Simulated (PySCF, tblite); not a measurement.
# C7H11O radical: geometry, infrared bands and EPR parameters

Wanted: the infrared bands and EPR parameters of C7H11O radical (`COC1=C[CH][C@H](C)C1`), by calculation.

The runs use tblite 0.8.0 and PySCF 2.14.0, with density-fitted response routines of our own; the level of theory stands in each step. All values are computed, except where a source is named. Atoms count from 0, in the outputs and in this text.

**1. Starting geometry**

19 atoms, charge 0, multiplicity 2; geometry from: force field or distance geometry start.

Bonds of the start (Å): C0–O1 1.42, O1–C2 1.38, C2–C3 1.32, C3–C4 1.48, C4–C5 1.49, C5–C6 1.52, C5–C7 1.51, C7–C2 1.48, C0–H8 1.11, C0–H9 1.10, C0–H10 1.13, C3–H11 1.09, C4–H12 1.10, C5–H13 1.10, C6–H14 1.10, C6–H15 1.13, C6–H16 1.12, C7–H17 1.12, C7–H18 1.11.

**2. Optimising the geometry with GFN2-xTB**

Job settings and geometry (Å):

```
{"job": {"kind": "relax", "xc": "GFN2-xTB", "basis": "xTB"}, "charge": 0, "multiplicity": 2}
C      3.111300    -0.126400    -0.275200
O      2.004600     0.531800     0.329500
C      0.721100     0.045100     0.236900
C      0.344800    -1.007200    -0.457100
C     -1.113300    -1.257800    -0.351500
C     -1.673100    -0.013200     0.256900
C     -2.229200     0.864900    -0.849800
C     -0.468500     0.651500     0.869200
H      4.039600     0.435800    -0.051500
H      3.142400    -1.182300     0.021400
H      2.905500    -0.093800    -1.386200
H      1.037800    -1.638100    -1.006400
H     -1.373400    -2.163300     0.217200
H     -2.438100    -0.303900     0.994500
H     -1.443900     1.579200    -1.139200
H     -3.164400     1.365800    -0.461400
H     -2.461000     0.163600    -1.690900
H     -0.448200     0.398700     1.963000
H     -0.503700     1.758800     0.788400
```

Started as:

```sh
> OMP_NUM_THREADS=1 python probes_run.py task.json out
```

This one command runs all jobs of the session in turn.

**Question.** This job is followed by: GFN2-xTB harmonic vibrations, gas phase; UKS B3LYP, pcH-1 on C H O, non-relativistic, mean-field spin-orbit, GIAO. What will the session give for the following? strongest single infrared mode (GFN2-xTB); zero-point energy (GFN2-xTB); g(iso) (B3LYP); ⟨S²⟩; largest a(iso) (averaged by class); potential on the surface of density 0.002 e/bohr³, 1st and 99th percentile.

As calculated:

```
                                                                  quantity                  value
                                 strongest single infrared mode (GFN2-xTB)  1527 cm⁻¹, 202 km/mol
                                              zero-point energy (GFN2-xTB)         100.8 kcal/mol
                                                            g(iso) (B3LYP)                2.00291
                                                                      ⟨S²⟩     0.770 (exact 0.75)
                                        largest a(iso) (averaged by class)    1H on H13, 58.4 MHz
potential on the surface of density 0.002 e/bohr³, 1st and 99th percentile     -1.15 V and 0.87 V
```

**Reading.** The optimisation took 114 steps and gained 1.313 eV; among the close pairs (by a distance rule), C3–C4 changed most, from 1.483 to 1.377 Å. All 51 modes are real, so the xTB geometry is a minimum. The strongest single mode, at 1527 cm⁻¹, moves mainly C2. Unscaled tight-binding wavenumbers are off by several per cent, some by more. Its intensities can rank the bands wrongly. The largest spin populations lie on C4 (0.68 e), C2 (0.49 e). The isotropic g lies 0.6 ppt above the free-electron value. The conformer search found further structures of the same energy, which may be mirror or relabelled copies of this one.
